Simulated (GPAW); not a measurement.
Input of a GPAW 26.7.0 run:

Contents of run.py:

```python
from ase.dft.bandgap import bandgap
from ase.io import read, write
from ase.units import GPa
from gpaw import GPAW, PW

atoms = read('POSCAR')

calc = GPAW(mode=PW(600),
            xc='RPBE',
            kpts={'size': (8, 8, 7), 'gamma': True},
            occupations={'name': 'fermi-dirac', 'width': 0.05},
            nbands=20,
            convergence={'density': 1e-05, 'energy': 1e-05},
            maxiter=150,
            txt='gpaw.txt')
atoms.calc = calc
energy = atoms.get_potential_energy()
forces = atoms.get_forces()
stress = atoms.get_stress()
calc.write('gs.gpw')
write('result.traj', atoms)
print(f'Energy: {energy:.6f} eV')
print('Forces (eV/A):')
print(forces.round(4))
print('Stress (GPa):', (stress / GPa).round(3))
print('Fermi level:', round(calc.get_fermi_level(), 4), 'eV')
print(f'Gap: {bandgap(calc)[0]:.4f} eV, direct: {bandgap(calc, direct=True)[0]:.4f} eV')

path = atoms.cell.bandpath('GMKGALHA,LM,KH', npoints=100, eps=1e-4)
bs_calc = calc.fixed_density(kpts=path, symmetry='off', nbands=32,
                             convergence={'bands': 'CBM+6.0', 'eigenstates': 1e-6}, txt='bands.txt')
bs = bs_calc.band_structure()
bs.write('bs.json')
print(f'Gap on the path: {bandgap(bs_calc)[0]:.4f} eV')
```

File POSCAR:

```
NbTe
1.0
    3.7029743866      0.0000000000      0.0000000000
   -1.8514871933      3.2068698884      0.0000000000
    0.0000000000      0.0000000000      3.6942110000
Te Nb
1 1
Direct
    0.6666666667      0.3333333333      0.0000000000
    0.0000000000      0.0000000000      0.5000000000
```

Potentials or basis: the program's PAW data sets (release 1.2.1) made for this functional, pw.

The run is started by

```console
$ OMP_NUM_THREADS=1 python run.py
```

**Question.** Estimate the pressure.

**Answer.** 0.7 GPa.

**Question.** Predict the band gap along the path.

**Answer.** None (metal or under the smearing width).

Stress tensor (GPa, compression positive):
```
0.41 0.00 0.00
0.00 0.41 0.00
0.00 0.00 1.20
```

Caveat: spin-orbit coupling is left out, which moves the levels of the heavy elements.
